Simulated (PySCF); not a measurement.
# CrH3O3 (Cr(OH)3): the cost of one run

Computed with PySCF 2.14.0 and routines of our own; the level stands in each step. Atoms count from 0.

## (1) The starting structure

7 atoms, charge 0, states of the metal's open shell are computed; geometry from: model start, shaken.

## (2) Optimising the geometry at PBE0-D3(BJ)/def2-TZVP

What the job is given:

```
{"job": {"xc": "PBE0", "basis": "def2-TZVP", "d3": "d3bj", "grid": 1, "maxiter": 45, "kind": "geom"}, "charge": 0, "metal": "Cr", "open_shell": "d3"}
Cr     0.000020     0.004480    -0.004110
O      1.751640    -0.006820    -0.014870
H      2.305900     0.820100    -0.007380
O     -0.891810     1.535880     0.005350
H     -1.843740     1.582230    -0.000440
O     -0.872070    -1.548700    -0.006860
H     -0.488200    -2.415530    -0.027630
```

Started as:

```
$ OMP_NUM_THREADS=1 python lf_run.py task.json out
```

The driver reads the jobs from task.json and runs them one after another.

Q: Estimate the wall time and peak memory of this first job on 1 thread of Arm Neoverse V2, shared host.

About 2.4 min, with a peak of 0.53 GiB.
